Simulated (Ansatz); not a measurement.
# Si62P: the cost of one run

Program: Ansatz 0.2.0. Level of theory: DFT PBE, plane waves, PAW, scalar-relativistic, no spin polarisation. These are calculated values, not measurements.

## Step 1: Starting point

The cell holds 63 atoms (PSi62): a = 10.860 Å, b = 10.860 Å, c = 10.860 Å, α = 90.00°, β = 90.00°, γ = 90.00°.

Its coordinates follow in the input file.

## Step 2: End point A

Contents of input.yaml:

```yaml
crystal:
  lattice:
    - [10.86, 0.0, 0.0]
    - [0.0, 10.86, 0.0]
    - [0.0, 0.0, 10.86]
  atoms:
    - { symbol: Si, position: [0.4985801, 0.0028121, -0.0035792] }
    - { symbol: Si, position: [0.6216329, 0.1255173, 0.1250623] }
    - { symbol: Si, position: [0.7480223, 0.2489387, 0.0003486] }
    - { symbol: Si, position: [0.8761278, 0.3770422, 0.1264491] }
    - { symbol: Si, position: [0.7528411, 0.0028096, 0.250442] }
    - { symbol: Si, position: [0.8739404, 0.1258856, 0.3748157] }
    - { symbol: Si, position: [0.0015506, -0.0020739, 0.0066306] }
    - { symbol: Si, position: [0.1253908, 0.1301145, 0.1244789] }
    - { symbol: Si, position: [0.2511326, 0.2512975, 0.0009425] }
    - { symbol: Si, position: [0.3753406, 0.3742812, 0.1268868] }
    - { symbol: Si, position: [0.4963928, 0.5019265, 0.0015391] }
    - { symbol: Si, position: [0.6254143, 0.6313138, 0.1209885] }
    - { symbol: Si, position: [0.7480532, 0.7455669, 0.0037558] }
    - { symbol: Si, position: [0.8774532, 0.8773805, 0.1248125] }
    - { symbol: Si, position: [0.2475199, 0.0015997, 0.2496803] }
    - { symbol: Si, position: [0.4996247, 0.249049, 0.2460947] }
    - { symbol: Si, position: [0.6271556, 0.3787756, 0.3781884] }
    - { symbol: Si, position: [0.745545, 0.5001235, 0.2497983] }
    - { symbol: Si, position: [0.8709659, 0.6262862, 0.3748237] }
    - { symbol: P, position: [0.4995658, -0.0008424, 0.4997743] }
    - { symbol: Si, position: [0.6246764, 0.1284561, 0.6309648] }
    - { symbol: Si, position: [0.7494309, 0.2456951, 0.5047682] }
    - { symbol: Si, position: [0.8766795, 0.3751653, 0.6265024] }
    - { symbol: Si, position: [0.7546271, -0.0003004, 0.7475621] }
    - { symbol: Si, position: [0.8746646, 0.1238311, 0.8766306] }
    - { symbol: Si, position: [0.0008079, 0.5036925, -0.0040969] }
    - { symbol: Si, position: [0.1226354, 0.6257394, 0.122739] }
    - { symbol: Si, position: [0.2525746, 0.7496897, -0.0014399] }
    - { symbol: Si, position: [0.3793851, 0.8693057, 0.1238234] }
    - { symbol: Si, position: [-0.0019607, 0.2499712, 0.2540486] }
    - { symbol: Si, position: [0.121374, 0.3776114, 0.3701022] }
    - { symbol: Si, position: [0.249742, 0.4965424, 0.2472099] }
    - { symbol: Si, position: [0.3735273, 0.6190102, 0.3715942] }
    - { symbol: Si, position: [0.4953865, 0.7520927, 0.249701] }
    - { symbol: Si, position: [0.6231441, 0.8756489, 0.372413] }
    - { symbol: Si, position: [-0.0010281, 0.0021368, 0.4994992] }
    - { symbol: Si, position: [0.12558, 0.1253012, 0.6269616] }
    - { symbol: Si, position: [0.2484745, 0.2485275, 0.5032128] }
    - { symbol: Si, position: [0.3712199, 0.3769077, 0.629015] }
    - { symbol: Si, position: [0.4988506, 0.500513, 0.4992496] }
    - { symbol: Si, position: [0.6247909, 0.6276797, 0.6261476] }
    - { symbol: Si, position: [0.7524512, 0.748268, 0.4995877] }
    - { symbol: Si, position: [0.8695525, 0.8710135, 0.6270902] }
    - { symbol: Si, position: [0.2515035, 0.0011061, 0.7511659] }
    - { symbol: Si, position: [0.3760663, 0.1264688, 0.8721994] }
    - { symbol: Si, position: [0.5002819, 0.2446522, 0.7499609] }
    - { symbol: Si, position: [0.6242737, 0.3823896, 0.8800961] }
    - { symbol: Si, position: [0.7536892, 0.4991883, 0.7482854] }
    - { symbol: Si, position: [0.8752541, 0.6246434, 0.8754195] }
    - { symbol: Si, position: [-0.0061623, 0.7498948, 0.2474495] }
    - { symbol: Si, position: [0.1249219, 0.8697925, 0.374769] }
    - { symbol: Si, position: [0.0038866, 0.4986528, 0.4991861] }
    - { symbol: Si, position: [0.1247709, 0.6272211, 0.6219745] }
    - { symbol: Si, position: [0.2518814, 0.754645, 0.503211] }
    - { symbol: Si, position: [0.3752844, 0.8753714, 0.6298945] }
    - { symbol: Si, position: [0.005234, 0.2531329, 0.7505276] }
    - { symbol: Si, position: [0.1262893, 0.3714697, 0.8758281] }
    - { symbol: Si, position: [0.2542057, 0.5059091, 0.7531089] }
    - { symbol: Si, position: [0.3775639, 0.6271244, 0.8741286] }
    - { symbol: Si, position: [0.4981332, 0.7485138, 0.7481137] }
    - { symbol: Si, position: [0.6237945, 0.8729706, 0.8721291] }
    - { symbol: Si, position: [-0.0004093, 0.7490439, 0.7486793] }
    - { symbol: Si, position: [0.124612, 0.871999, 0.8785071] }
total_charge: 1
basis:
  ecutwfc: 420.0
kpoints:
  mp_grid: { grid: [1, 1, 1] }
hamiltonian:
  xc: pbe
  pseudopotentials: { kind: paw, azcp: { folder: soft_1 } }
scf:
  occupations: { method: gaussian, width: 0.05 }
  lower_state_search: "off"
relax:
  f_tol: 0.03
  max_steps: 60
  adjacent_minimum: "off"
```

On the command line:

```sh
$ ansatz run input.yaml --threads 4 --pin off --max-ram 10240MiB --backend cpu --events-out ev --progress --plain --runs-dir out
```

Q: Estimate wall time and peak memory on 4 threads of Arm Neoverse V2, shared host.

About 21 s, with a peak of 1.1 GiB.
